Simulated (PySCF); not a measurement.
# [Pr(SH)2]+: other functionals and bases at one geometry

How far do other levels of theory move the description of [Pr(SH)2]+, and what does each cost? It is a constructed species; whether it can be made isn't addressed.

Method: several levels, as the steps say, no spin–orbit coupling; program: PySCF 2.14.0.

1 further run of the same task is left out (for a known fault of the program).

## (1) The starting structure

5 atoms, charge 1, spin multiplicity 1.

Bond lengths: Pr1–S2 2.569 Å, Pr1–S4 2.569 Å, S2–H3 1.359 Å, S4–H5 1.359 Å. Angles: S2–Pr1–S4 99.2°, Pr1–S2–H3 96.5°, Pr1–S4–H5 96.5°.

As a file:

```
Pr    0.00000    0.00000   -0.80867
S     1.95333   -0.09501    0.85683
H     2.93966   -0.22311   -0.06919
S    -1.95333    0.09501    0.85683
H    -2.93966    0.22311   -0.06919
```

Formal oxidation states: Pr +3. Each metal's 2 4f electrons lie in its core potential, so multiplicities, spins and levels count the valence alone. An earlier session relaxed this geometry at PBE0, Pr lcecp-1-SVP with ECP48, S def2-SVP, H def2-SVP (singlet, point group C2).

At PBE0 on the finer grid: E = -829.770330 Eh, HOMO -11.96 eV, LUMO -7.14 eV, Mulliken charge on Pr1 +1.15 e, largest force component 0.023 eV/Å. 

Levels to run: BLYP; B3LYP; PBE0, TZVP. Hardware: 2 threads of Arm Neoverse V1, shared host.

## (2) BLYP

The input, run.py (the lines that set the calculation):

```python
mol = gto.M(atom='''
Pr     0.00000     0.00000    -0.80867
S      1.95333    -0.09501     0.85683
H      2.93966    -0.22311    -0.06919
S     -1.95333     0.09501     0.85683
H     -2.93966     0.22311    -0.06919''',
    basis={'Pr': 'lcecp-1-SVP', 'S': 'def2-SVP', 'H': 'def2-SVP'},
    ecp={'Pr': 'lcecp-1-SVP'},
    charge=1, spin=0)
mf = dft.RKS(mol, xc='BLYP')
mf.grids.atom_grid = (75, 302)  # f atoms: unpruned, at least (60, 302)
mf = mf.density_fit()  # fitting sets: Pr AutoAux, S def2-universal-JKFIT, H def2-universal-JKFIT
mf.conv_tol = 1e-08; mf.max_cycle = 55
mf.kernel(dm0)  # dm0: the density of the relaxed state
```

Run with:

```sh
OMP_NUM_THREADS=2 python run.py
```

## (3) B3LYP

Changes to run.py (the lines that set the calculation) since step 2:

```diff
@@ -9,3 +9,3 @@
     charge=1, spin=0)
-mf = dft.RKS(mol, xc='BLYP')
+mf = dft.RKS(mol, xc='B3LYP')
 mf.grids.atom_grid = (75, 302)  # f atoms: unpruned, at least (60, 302)
```

## (4) PBE0, TZVP

Basis: Pr lcecp-1-TZVP with ECP48, S def2-TZVP, H def2-TZVP. 

The input, run.py (the lines that set the calculation):

```python
mol = gto.M(atom='''
Pr     0.00000     0.00000    -0.80867
S      1.95333    -0.09501     0.85683
H      2.93966    -0.22311    -0.06919
S     -1.95333     0.09501     0.85683
H     -2.93966     0.22311    -0.06919''',
    basis={'Pr': 'lcecp-1-TZVP', 'S': 'def2-TZVP', 'H': 'def2-TZVP'},
    ecp={'Pr': 'lcecp-1-TZVP'},
    charge=1, spin=0)
mf = dft.RKS(mol, xc='PBE0')
mf.grids.atom_grid = (75, 302)  # f atoms: unpruned, at least (60, 302)
mf = mf.density_fit()  # fitting sets: Pr AutoAux, S def2-universal-JKFIT, H def2-universal-JKFIT
mf.conv_tol = 1e-08; mf.max_cycle = 55
mf.kernel(dm0)  # dm0: free metal ions and neutral atoms
```

**Question.** What will these runs give? Wanted: for each run, HOMO; gap; charge on Pr1; dipole; largest force.

**Answer**, as computed:

| level | state | HOMO (eV) | gap (eV) | charge on Pr1 (e) | dipole (D) | largest force (eV/Å) | basis functions | time |
| --- | --- | --- | --- | --- | --- | --- | --- | --- |
| PBE0 (relaxed here) | singlet | -11.96 | 4.81 | 1.15 | 7.90 | 0.02 | 79 | 7.6 s |
| BLYP | singlet | -10.66 | 2.86 | 1.00 | 6.98 | 0.67 | 79 | 3.7 s |
| B3LYP | singlet | -11.68 | 4.26 | 1.09 | 7.61 | 0.37 | 79 | 3.3 s |
| PBE0, TZVP | singlet | -11.90 | 4.85 | 1.42 | 7.56 | 0.20 | 133 | 8.4 s |

Times are on 2 threads of Arm Neoverse V1, shared host; the first row also made further properties. The dipole of a charged species depends on the origin, so these sizes hold for this origin alone.

In one basis the HOMO–LUMO gap runs from 2.86 eV (BLYP) to 4.81 eV (PBE0). The largest leftover force, 0.67 eV/Å with BLYP, stands at a geometry relaxed at another level. The Mulliken charge on Pr spans +1.00 to +1.42 e over the levels. With 4f in the core, its levels are missing from HOMO and gap. Total energies of different levels can't be compared. Spin–orbit coupling is left out throughout.
